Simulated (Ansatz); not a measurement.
# CH₅BGeO: how energies converge with the basis set

An exercise on one series of results from a longer session: the logs are not shown, and one member is left open.

The runs use Ansatz 0.2.0, Gaussian basis; one geometry, several basis sets.

Plan: PBE0-D4/def2-SVP; ωB97M-V/def2-SVP; PBE0-D4/def2-QZVPP; ωB97M-V/def2-QZVPP; the functionals' def2-TZVPP values are taken from earlier runs.

### The geometry

The geometry comes from an earlier relaxation with PBE0-D4 in a triple-zeta def2 set; it is a stationary point, not always the lowest conformer.

SMILES `[BH2][GeH2][CH]=O`, 9 atoms, charge 0, spin multiplicity 1.

Atoms are counted from 1 here; the program's logs count them from 0.

Bond lengths: B1–Ge2 2.051 Å, B1–H5 1.193 Å, B1–H6 1.194 Å, Ge2–C3 2.023 Å, Ge2–H7 1.542 Å, Ge2–H8 1.534 Å, C3–O4 1.196 Å, C3–H9 1.116 Å. Angles: Ge2–B1–H5 121.6°, Ge2–B1–H6 119.4°, H5–B1–H6 118.9°, B1–Ge2–C3 106.4°, B1–Ge2–H7 111.4°, B1–Ge2–H8 116.3°, C3–Ge2–H7 104.9°, C3–Ge2–H8 107.1°, H7–Ge2–H8 109.9°, Ge2–C3–O4 123.3°, Ge2–C3–H9 116.4°, O4–C3–H9 120.3°.

As a file:

```xyz
9
charge 0, multiplicity 1
B    -0.9615    1.3468   -0.4313
Ge    0.7391    0.2336   -0.1573
C     0.1369   -1.5671    0.5400
O     0.0545   -2.5427   -0.1476
H    -1.3542    1.6318   -1.5211
H    -1.6053    1.6769    0.5190
H     1.6195    0.8187    0.9656
H     1.5905   -0.0275   -1.4068
H    -0.1308   -1.6168    1.6222
```

Set-up of the first run:

in.yaml reads:

```yaml
crystal:
  periodic: [false, false, false]
  atoms:
    - {symbol: B, position_ang: [-0.961510, 1.346818, -0.431254]}
    - {symbol: Ge, position_ang: [0.739097, 0.233632, -0.157260]}
    - {symbol: C, position_ang: [0.136893, -1.567121, 0.540045]}
    - {symbol: O, position_ang: [0.054465, -2.542684, -0.147578]}
    - {symbol: H, position_ang: [-1.354249, 1.631763, -1.521067]}
    - {symbol: H, position_ang: [-1.605338, 1.676904, 0.518983]}
    - {symbol: H, position_ang: [1.619499, 0.818745, 0.965623]}
    - {symbol: H, position_ang: [1.590457, -0.027492, -1.406762]}
    - {symbol: H, position_ang: [-0.130814, -1.616766, 1.622169]}
basis:
  gaussian: {orbitals: def2-SVP}
hamiltonian: {xc: pbe0, dispersion: d4}
output: {orbitals: {seedname: orbitals}}
```

Steps of the session up to this table: PBE0-D4 in def2-SVP; ωB97M-V in def2-SVP; PBE0-D4 in def2-QZVPP; ωB97M-V in def2-QZVPP.

One of the session's tables, all rows but one given; the rest of the session is left out.

It belongs to the step «Density functionals: the series». 

| functional | basis | HOMO (eV) | LUMO (eV) |
| --- | --- | --- | --- |
| PBE0-D4 | def2-SVP | -6.87 | -2.68 |
| PBE0-D4 | def2-TZVPP | -6.98 | -2.76 |
| PBE0-D4 | def2-QZVPP | -7.01 | -2.77 |
| ωB97M-V | def2-SVP | -8.99 | -0.66 |
| ωB97M-V | def2-TZVPP | ? | ? |
| ωB97M-V | def2-QZVPP | -9.16 | -0.87 |

Estimate the missing values for ωB97M-V, def2-TZVPP.

The run gave: HOMO (eV): -9.13; LUMO (eV): -0.83. In the column «HOMO (eV)» it lies between ωB97M-V, def2-QZVPP (-9.16) and ωB97M-V, def2-SVP (-8.99).
